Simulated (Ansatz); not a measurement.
**CH4S2Si (SMILES CS[Si]S): a rigid scan of the dihedral angle H5–C1–S2–Si3**

Aim: the energy along the dihedral angle H5–C1–S2–Si3, from CCSD(T) and from cheaper methods, relative to the minimum. No other atom is relaxed.

The runs use Ansatz 0.2.0, Gaussian basis; single points in def2-TZVPP.

Levels: PBE-D4, r2SCAN-D4, PBE0-D4, B3LYP-D4, wB97M-V, Hartree-Fock, MP2, CCSD, CCSD(T). The scan takes -173.6, -156.4, -139.3, -122.2, -105.0, -87.9, -70.7°.

Correlated methods freeze the cores. B3LYP uses VWN-RPA correlation.

119 further runs of the same task are left out: 119 set aside as unsound or not needed.

### Step 1. Starting geometry

The minimum, relaxed at PBE0-D4: SMILES `CS[Si]S`, 8 atoms, charge 0, spin multiplicity 1.

Atoms are counted from 1 here; the program's logs count them from 0.

Bond lengths: C1–S2 1.808 Å, C1–H5 1.090 Å, C1–H6 1.090 Å, C1–H7 1.090 Å, S2–Si3 2.128 Å, Si3–S4 2.147 Å, S4–H8 1.344 Å. Angles: S2–C1–H5 106.8°, S2–C1–H6 110.9°, S2–C1–H7 110.9°, H5–C1–H6 108.8°, H5–C1–H7 108.8°, H6–C1–H7 110.5°, C1–S2–Si3 113.2°, S2–Si3–S4 106.0°, Si3–S4–H8 102.9°.

Geometry (Å):

```xyz
8

C    -0.0718    1.0512   -0.2912
S     0.1629    0.6256    1.4503
Si    0.2990   -1.4708    1.7911
S     0.1040   -2.3977   -0.1361
H    -0.1298    2.1382   -0.3445
H    -1.0021    0.6300   -0.6724
H     0.7734    0.7140   -0.8913
H    -0.0433   -1.3474   -0.9616
```

Energies of the minimum (eV), from earlier single points: PBE-D4 -30638.21865, r2SCAN-D4 -30649.89525, PBE0-D4 -30640.74332, B3LYP-D4 -30654.68592, wB97M-V -30650.41169, CCSD(T) -30612.37013.

At the minimum the dihedral angle H5–C1–S2–Si3 is 179.9°.

### Step 2. H5–C1–S2–Si3 = -173.6°

Contents of pbe-tzvpp/in.yaml:

```yaml
crystal:
  periodic: [false, false, false]
  atoms:
    - {symbol: C, position_ang: [-0.071825, 1.051234, -0.291173]}
    - {symbol: S, position_ang: [0.162895, 0.625569, 1.450279]}
    - {symbol: Si, position_ang: [0.519844, -1.448548, 1.766802]}
    - {symbol: S, position_ang: [0.478211, -2.359737, -0.177271]}
    - {symbol: H, position_ang: [-0.129783, 2.138178, -0.344514]}
    - {symbol: H, position_ang: [-1.002123, 0.630032, -0.672449]}
    - {symbol: H, position_ang: [0.773390, 0.713965, -0.891268]}
    - {symbol: H, position_ang: [0.237823, -1.318626, -0.992426]}
basis:
  gaussian: {orbitals: def2-TZVPP}
hamiltonian: {xc: pbe, dispersion: d4}
output: {forces: true}
```

r2scan-tzvpp/in.yaml differs from pbe-tzvpp/in.yaml so:

```diff
-hamiltonian: {xc: pbe, dispersion: d4}
+hamiltonian: {xc: r2scan, dispersion: d4}
```

pbe0-tzvpp/in.yaml:

```diff
-hamiltonian: {xc: pbe, dispersion: d4}
-output: {forces: true}
+hamiltonian: {xc: pbe0, dispersion: d4}
+output: {forces: true, orbitals: {seedname: orbitals}}
```

b3lyp-tzvpp/in.yaml:

```diff
-hamiltonian: {xc: pbe, dispersion: d4}
+hamiltonian: {xc: {name: B3LYP}, dispersion: d4}
```

wb97mv-tzvpp/in.yaml:

```diff
-hamiltonian: {xc: pbe, dispersion: d4}
-output: {forces: true}
+hamiltonian: {xc: {name: wB97M-V}}
```

ccsdt-tzvpp/in.yaml:

```diff
-hamiltonian: {xc: pbe, dispersion: d4}
-output: {forces: true}
+correlation: {method: ccsd_t}
```

Each run has its own folder and the same command.

Run with:

```bash
$ ansatz run in.yaml --threads 4 --pin off --events-out ev --progress --plain --max-ram 8704MiB
```

pbe-tzvpp printed, shortened:

```text
Functional definition: PBE
  name "PBE"
  cite "Perdew, Burke & Ernzerhof, Phys. Rev. Lett. 77, 3865 (1996) doi:10.1103/PhysRevLett.77.3865"
  parent pbe
[...]
1272 factors; their error is unknown
[...]
mean field -30637.97047078 eV, -1125.9246476388 hartree, gradient 2.4e-5 eV, S^2 0.000000; 0 other end points of the search recorded, 0 dependent functions left out
[...]
reference -30637.97050639 eV, -1125.9246489475 hartree; 28, 28 occupied and 185, 185 virtual orbitals, 1272 factors
Total energy: -30638.21684321 eV, -1125.9337016588 hartree
Atom 0 at    -0.071825     1.051234    -0.291173 Å, force    -0.021805     0.050370    -0.032652 eV/Å
Atom 1 at     0.162895     0.625569     1.450279 Å, force    -0.009254     0.183413     0.243301 eV/Å
Atom 2 at     0.519844    -1.448548     1.766802 Å, force     0.049916    -0.159416     0.285960 eV/Å
Atom 3 at     0.478211    -2.359737    -0.177271 Å, force     0.049824    -0.350466    -0.056676 eV/Å
Atom 4 at    -0.129783     2.138178    -0.344514 Å, force    -0.007428     0.226010    -0.030527 eV/Å
Atom 5 at    -1.002123     0.630032    -0.672449 Å, force    -0.175847    -0.110342    -0.082964 eV/Å
Atom 6 at     0.773390     0.713965    -0.891268 Å, force     0.177579    -0.057157    -0.141277 eV/Å
Atom 7 at     0.237823    -1.318626    -0.992426 Å, force    -0.062986     0.217588    -0.185165 eV/Å
Dipole moment:    -0.089802     0.310600    -0.404835 e Å
```

Log of r2scan-tzvpp, shortened:

```text
Functional definition: r2SCAN
  name "r2SCAN"
  cite "Furness, Kaplan, Ning, Perdew & Sun, J. Phys. Chem. Lett. 11, 8208 (2020) doi:10.1021/acs.jpclett.0c02405"
  cite "Furness, Kaplan, Ning, Perdew & Sun, J. Phys. Chem. Lett. 11, 9248 (2020) doi:10.1021/acs.jpclett.0c03077"
  parent r2scan
[...]
1272 factors; their error is unknown
[...]
Atom 4 at    -0.129783     2.138178    -0.344514 Å, force     0.005547    -0.017479    -0.008518 eV/Å
Atom 5 at    -1.002123     0.630032    -0.672449 Å, force     0.028988    -0.022434     0.006658 eV/Å
Atom 6 at     0.773390     0.713965    -0.891268 Å, force    -0.008685     0.023786     0.000850 eV/Å
Atom 7 at     0.237823    -1.318626    -0.992426 Å, force    -0.018587     0.005426    -0.022922 eV/Å
Dipole moment:    -0.094858     0.325870    -0.433734 e Å
```

pbe0-tzvpp printed, shortened:

```text
Functional definition: PBE0
  name "PBE0"
  cite "Adamo & Barone, J. Chem. Phys. 110, 6158 (1999) doi:10.1063/1.478522"
[... 2 set-up lines as earlier in the session ...]
[...]
1337 factors; their error is unknown
[...]
mean field -30640.53139473 eV, -1126.0187598582 hartree, gradient 3.3e-5 eV, S^2 0.000000; 0 other end points of the search recorded, 0 dependent functions left out
[...]
Atom 4 at    -0.129783     2.138178    -0.344514 Å, force     0.007845    -0.020978    -0.001301 eV/Å
Atom 5 at    -1.002123     0.630032    -0.672449 Å, force     0.033397    -0.015207     0.013407 eV/Å
Atom 6 at     0.773390     0.713965    -0.891268 Å, force    -0.011885     0.028181     0.006229 eV/Å
Atom 7 at     0.237823    -1.318626    -0.992426 Å, force    -0.010581    -0.015073     0.014400 eV/Å
Dipole moment:    -0.088919     0.305787    -0.406417 e Å
```

Output in b3lyp-tzvpp, shortened:

```text
Functional definition: B3LYP
  name "B3LYP"
  cite "Stephens, Devlin, Chabalowski & Frisch, J. Phys. Chem. 98, 11623 (1994) doi:10.1021/j100096a001"
  cite "Becke, Phys. Rev. A 38, 3098 (1988) doi:10.1103/PhysRevA.38.3098"
  cite "Lee, Yang & Parr, Phys. Rev. B 37, 785 (1988) doi:10.1103/PhysRevB.37.785"
  cite "Vosko, Wilk & Nusair, Can. J. Phys. 58, 1200 (1980) doi:10.1139/p80-159"
[...]
1299 factors; their error is unknown
[...]
Atom 4 at    -0.129783     2.138178    -0.344514 Å, force     0.006238    -0.061869    -0.018175 eV/Å
Atom 5 at    -1.002123     0.630032    -0.672449 Å, force     0.079687     0.008379     0.006137 eV/Å
Atom 6 at     0.773390     0.713965    -0.891268 Å, force    -0.067162     0.048702     0.013499 eV/Å
Atom 7 at     0.237823    -1.318626    -0.992426 Å, force    -0.004106    -0.057624    -0.008447 eV/Å
Dipole moment:    -0.083928     0.290846    -0.379147 e Å
```

Output in wb97mv-tzvpp, shortened:

```text
Functional definition: wB97M-V
  name "wB97M-V"
  cite "Mardirossian & Head-Gordon, J. Chem. Phys. 144, 214110 (2016) doi:10.1063/1.4952647"
  cite "Becke, J. Chem. Phys. 107, 8554 (1997) doi:10.1063/1.475007"
  cite "Vydrov & Van Voorhis, J. Chem. Phys. 133, 244103 (2010) doi:10.1063/1.3521275"
  # Of w^i u^j: cxij and so on, Table III.
[...]
  gx(w, u) = 1 - cx + cx01*u + cx10*w
[...]
      + integral(e_c_pw_mod_opposite_spin*gos(b97_w_opposite, b97_u_opposite)) + vv10(b, c)
1289 factors; their error is unknown
264 factors; integrals over basis functions are off by at most 1.0e-5 eV
[...]
mean field -30650.40880115 eV, -1126.3817478492 hartree, gradient 4.1e-5 eV, S^2 0.000000; 0 other end points of the search recorded, 0 dependent functions left out
reference -30650.40884375 eV, -1126.3817494144 hartree; 28, 28 occupied and 185, 185 virtual orbitals, 1289 factors
Total energy: -30650.40884375 eV, -1126.3817494144 hartree
```

ccsdt-tzvpp printed, shortened:

```text
Functional definition: HF
  name "HF"
  cite "Fock, Z. Phys. 61, 126 (1930) doi:10.1007/BF01340294"
[... 1 set-up line as earlier in the session ...]
[...]
1225 factors; integrals over basis functions are off by at most 1.2e-3 eV
[...]
mean field -30592.74691508 eV, -1124.2627126207 hartree, gradient 3.1e-6 eV, S^2 0.000000; 0 other end points of the search recorded, 0 dependent functions left out
16 core orbitals not correlated: weight in the atoms' cores, before any rotation towards them, 1.000 or more for the frozen orbitals, at most 0.000 for the correlated occupied ones
reference -30592.74691508 eV, -1124.2627126207 hartree; 12, 12 occupied and 185, 185 virtual orbitals, 1225 factors
second order -17.23561232 eV of doubles, -0.00000000 eV of singles
cycle   1  -18.09484384 eV  change   -8.6e-1 eV  update   1.1e-1
[...]
cycle  10  -18.68532483 eV  change    2.2e-5 eV  update   1.5e-5
perturbative correction -0.93554741 eV, -0.0343807331 hartree
Total energy: -30612.36778732 eV, -1124.9837663760 hartree
```

They took 1.8 s (pbe-tzvpp), 2.9 s (r2scan-tzvpp), 3.1 s (pbe0-tzvpp), 3.1 s (b3lyp-tzvpp), 4.9 s (wb97mv-tzvpp), 29 s (ccsdt-tzvpp) on 4 threads of Intel Xeon Platinum 8375C at 2.90GHz, shared host; peak memory 2.7 GiB.

### Step 3. H5–C1–S2–Si3 = -156.4°

Contents of pbe-tzvpp/in.yaml:

```yaml
crystal:
  periodic: [false, false, false]
  atoms:
    - {symbol: C, position_ang: [-0.071825, 1.051234, -0.291173]}
    - {symbol: S, position_ang: [0.162895, 0.625569, 1.450279]}
    - {symbol: Si, position_ang: [1.077469, -1.275114, 1.734036]}
    - {symbol: S, position_ang: [1.422911, -2.065266, -0.232623]}
    - {symbol: H, position_ang: [-0.129783, 2.138178, -0.344514]}
    - {symbol: H, position_ang: [-1.002123, 0.630032, -0.672449]}
    - {symbol: H, position_ang: [0.773390, 0.713965, -0.891268]}
    - {symbol: H, position_ang: [0.947332, -1.096713, -1.033813]}
basis:
  gaussian: {orbitals: def2-TZVPP}
hamiltonian: {xc: pbe, dispersion: d4}
output: {forces: true}
```

r2scan-tzvpp/in.yaml, as changes to pbe-tzvpp/in.yaml:

```diff
-hamiltonian: {xc: pbe, dispersion: d4}
+hamiltonian: {xc: r2scan, dispersion: d4}
```

pbe0-tzvpp/in.yaml:

```diff
-hamiltonian: {xc: pbe, dispersion: d4}
-output: {forces: true}
+hamiltonian: {xc: pbe0, dispersion: d4}
+output: {forces: true, orbitals: {seedname: orbitals}}
```

b3lyp-tzvpp/in.yaml:

```diff
-hamiltonian: {xc: pbe, dispersion: d4}
+hamiltonian: {xc: {name: B3LYP}, dispersion: d4}
```

wb97mv-tzvpp/in.yaml:

```diff
-hamiltonian: {xc: pbe, dispersion: d4}
-output: {forces: true}
+hamiltonian: {xc: {name: wB97M-V}}
```

ccsdt-tzvpp/in.yaml:

```diff
-hamiltonian: {xc: pbe, dispersion: d4}
-output: {forces: true}
+correlation: {method: ccsd_t}
```

Each run has its own folder and the same command.

Run with:

```bash
$ ansatz run in.yaml --threads 4 --pin off --events-out ev --progress --plain --max-ram 8704MiB
```

Log of pbe-tzvpp, shortened:

```text
[... 4 set-up lines as earlier in the session ...]
[...]
1272 factors; their error is unknown
[...]
mean field -30637.94863595 eV, -1125.9238452235 hartree, gradient 3.6e-5 eV, S^2 0.000000; 0 other end points of the search recorded, 0 dependent functions left out
[...]
Atom 4 at    -0.129783     2.138178    -0.344514 Å, force     0.005967     0.229228    -0.046759 eV/Å
Atom 5 at    -1.002123     0.630032    -0.672449 Å, force    -0.145375    -0.143396    -0.067224 eV/Å
Atom 6 at     0.773390     0.713965    -0.891268 Å, force     0.174187     0.015741    -0.164835 eV/Å
Atom 7 at     0.947332    -1.096713    -1.033813 Å, force    -0.126222     0.166554    -0.197405 eV/Å
Dipole moment:    -0.153346     0.293240    -0.394252 e Å
```

Log of r2scan-tzvpp, shortened:

```text
[... 5 set-up lines as earlier in the session ...]
[...]
1272 factors; their error is unknown
[...]
Atom 4 at    -0.129783     2.138178    -0.344514 Å, force     0.016096    -0.014346    -0.025853 eV/Å
Atom 5 at    -1.002123     0.630032    -0.672449 Å, force     0.059493    -0.061708     0.020962 eV/Å
Atom 6 at     0.773390     0.713965    -0.891268 Å, force    -0.021949     0.116398    -0.014856 eV/Å
Atom 7 at     0.947332    -1.096713    -1.033813 Å, force    -0.036768    -0.043708    -0.035513 eV/Å
Dipole moment:    -0.160504     0.308048    -0.423114 e Å
```

Log of pbe0-tzvpp, shortened:

```text
[... 5 set-up lines as earlier in the session ...]
[...]
1337 factors; their error is unknown
[...]
mean field -30640.50442834 eV, -1126.0177688617 hartree, gradient 3.3e-5 eV, S^2 0.000000; 0 other end points of the search recorded, 0 dependent functions left out
[...]
Atom 4 at    -0.129783     2.138178    -0.344514 Å, force     0.021049    -0.018208    -0.019264 eV/Å
Atom 5 at    -1.002123     0.630032    -0.672449 Å, force     0.064485    -0.053529     0.029695 eV/Å
Atom 6 at     0.773390     0.713965    -0.891268 Å, force    -0.027063     0.121661    -0.009611 eV/Å
Atom 7 at     0.947332    -1.096713    -1.033813 Å, force    -0.021529    -0.070451     0.004292 eV/Å
Dipole moment:    -0.150495     0.288811    -0.396489 e Å
```

b3lyp-tzvpp printed, shortened:

```text
[... 6 set-up lines as earlier in the session ...]
[...]
1299 factors; their error is unknown
[...]
Atom 4 at    -0.129783     2.138178    -0.344514 Å, force     0.015636    -0.059067    -0.036335 eV/Å
Atom 5 at    -1.002123     0.630032    -0.672449 Å, force     0.104846    -0.032817     0.020866 eV/Å
Atom 6 at     0.773390     0.713965    -0.891268 Å, force    -0.092837     0.145168     0.001236 eV/Å
Atom 7 at     0.947332    -1.096713    -1.033813 Å, force     0.001396    -0.106290    -0.018034 eV/Å
Dipole moment:    -0.143048     0.274713    -0.369743 e Å
```

Log of wb97mv-tzvpp, shortened:

```text
[... 5 set-up lines as earlier in the session ...]
  # Of w^i u^j: cxij and so on, Table III.
[...]
  gx(w, u) = 1 - cx + cx01*u + cx10*w
[...]
      + integral(e_c_pw_mod_opposite_spin*gos(b97_w_opposite, b97_u_opposite)) + vv10(b, c)
1289 factors; their error is unknown
264 factors; integrals over basis functions are off by at most 1.0e-5 eV
[...]
mean field -30650.37381638 eV, -1126.3804621824 hartree, gradient 4.0e-5 eV, S^2 0.000000; 0 other end points of the search recorded, 0 dependent functions left out
reference -30650.37385897 eV, -1126.3804637476 hartree; 28, 28 occupied and 185, 185 virtual orbitals, 1289 factors
Total energy: -30650.37385897 eV, -1126.3804637476 hartree
```

Log of ccsdt-tzvpp, shortened:

```text
[... 4 set-up lines as earlier in the session ...]
[...]
1226 factors; integrals over basis functions are off by at most 1.3e-3 eV
[...]
mean field -30592.69711779 eV, -1124.2608826038 hartree, gradient 3.1e-6 eV, S^2 0.000000; 0 other end points of the search recorded, 0 dependent functions left out
16 core orbitals not correlated: weight in the atoms' cores, before any rotation towards them, 1.000 or more for the frozen orbitals, at most 0.000 for the correlated occupied ones
reference -30592.69711779 eV, -1124.2608826038 hartree; 12, 12 occupied and 185, 185 virtual orbitals, 1226 factors
second order -17.25538896 eV of doubles, -0.00000000 eV of singles
cycle   1  -18.11005525 eV  change   -8.5e-1 eV  update   1.1e-1
[...]
cycle  10  -18.70080672 eV  change    2.3e-5 eV  update   1.5e-5
perturbative correction -0.93975875 eV, -0.0345354969 hartree
Total energy: -30612.33768325 eV, -1124.9826600717 hartree
```

Times: 2.2 s (pbe-tzvpp), 3.3 s (r2scan-tzvpp), 3.7 s (pbe0-tzvpp), 3.5 s (b3lyp-tzvpp), 6 s (wb97mv-tzvpp), 30 s (ccsdt-tzvpp) on 4 threads of Intel Xeon Platinum 8375C at 2.90GHz, shared host; peak memory 2.7 GiB.

(Part 1 of 3 ends here.)
